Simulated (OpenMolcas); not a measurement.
# CH6GaN (SMILES [CH3][GaH][NH2]) at HF/3-21G

We compute an optimisation with harmonic vibrations of CH6GaN. 

The results are computed with OpenMolcas 26.06.

## 1. The system as given

The species is CH6GaN (9 atoms), meant as a singlet with charge 0. SMILES: `[CH3][GaH][NH2]`. Geometry: relaxed at PBE0-D4/def2-TZVP. The run starts from this shape.

Bond lengths: C1–Ga2 1.962 Å, Ga2–N3 1.819 Å, C1–H4 1.093 Å, C1–H5 1.093 Å, C1–H6 1.091 Å, Ga2–H7 1.566 Å, N3–H8 1.006 Å, N3–H9 1.006 Å. Some angles: C1–Ga2–N3 118.1°, C1–Ga2–H7 126.4°, N3–Ga2–H7 115.5°, Ga2–C1–H4 110.4°, Ga2–C1–H5 110.5°, Ga2–C1–H6 111.7°, Ga2–N3–H8 124.0°, Ga2–N3–H9 124.3°, H4–C1–H5 107.2°, H4–C1–H6 108.5°.

## 2. An optimisation with harmonic vibrations at HF/3-21G

job.inp

```
* CH6GaN Hartree-Fock

&GATEWAY
 BasLib
 $CurrDir
 Coord
 9
 bohr
 C     -0.52742256     1.78522427    -2.12556394
 Ga     0.97018539    -1.00514533    -0.19728741
 N     -0.12887932    -1.52614282     3.01751468
 H     -1.42863295     1.07393136    -3.84200218
 H      0.93239087     3.12220550    -2.71289082
 H     -1.93942592     2.80340871    -1.02064108
 H      3.05738790    -2.87484035    -1.15027629
 H      0.52250927    -2.90375316     4.15305110
 H     -1.45811268    -0.47488818     3.87809595
 Basis
 3-21G
 Group
 NoSym
>>> EXPORT MOLCAS_MAXITER=50
>>> Do While

&SEWARD

&SCF
 PrOrbitals
 0

&SLAPAF
>>> EndDo
>>> COPY $Project.Opt.xyz $CurrDir/final.xyz
>>> COPY $Project.slapaf.h5 $CurrDir/final.slapaf.h5

&MCKINLEY

&MCLR
 Thermochemistry
 1
 1.0
 298.15
 End of PT
```

The basis set 3-21G is read from a file made from the Basis Set Exchange's data (not shown).

Run with:

```bash
$ export MOLCAS_MEM=1860
$ pymolcas job.inp > job.log
```

What values should one expect? Wanted: total energy; dipole moment; HOMO energy; LUMO energy; HOMO–LUMO gap; lowest harmonic wavenumber; highest harmonic wavenumber; zero-point energy; ideal-gas entropy at 298.15 K and 1 atm.

Computed results:

Level: HF/3-21G.

| quantity | value |
| --- | --- |
| total energy | -2009.16034 Eh |
| dipole moment | 1.13 D |
| HOMO energy | -10.34 eV |
| LUMO energy | 2.72 eV |
| HOMO–LUMO gap | 13.06 eV |
| lowest harmonic wavenumber | 28 cm⁻¹ |
| highest harmonic wavenumber | 3800 cm⁻¹ |
| zero-point energy | 190.4 kJ/mol |
| ideal-gas entropy at 298.15 K and 1 atm (symmetry number 1 as used) | 75.8 cal/(mol K) |

In words: At the final geometry: Bond lengths: C1–Ga2 1.976 Å, Ga2–N3 1.788 Å, C1–H4 1.087 Å, C1–H5 1.087 Å, C1–H6 1.086 Å, Ga2–H7 1.588 Å, N3–H8 1.002 Å, N3–H9 1.002 Å. Some angles: C1–Ga2–N3 119.3°, C1–Ga2–H7 123.6°, N3–Ga2–H7 117.1°, Ga2–C1–H4 111.3°, Ga2–C1–H5 111.3°, Ga2–C1–H6 111.8°, Ga2–N3–H8 124.5°, Ga2–N3–H9 124.7°, H4–C1–H5 107.1°, H4–C1–H6 107.6°. All 21 modes are real, though the softest (28 cm⁻¹) is within numerical noise. Mulliken charges run from -1.06 on N3 to +1.07 on Ga2; they depend strongly on the basis.
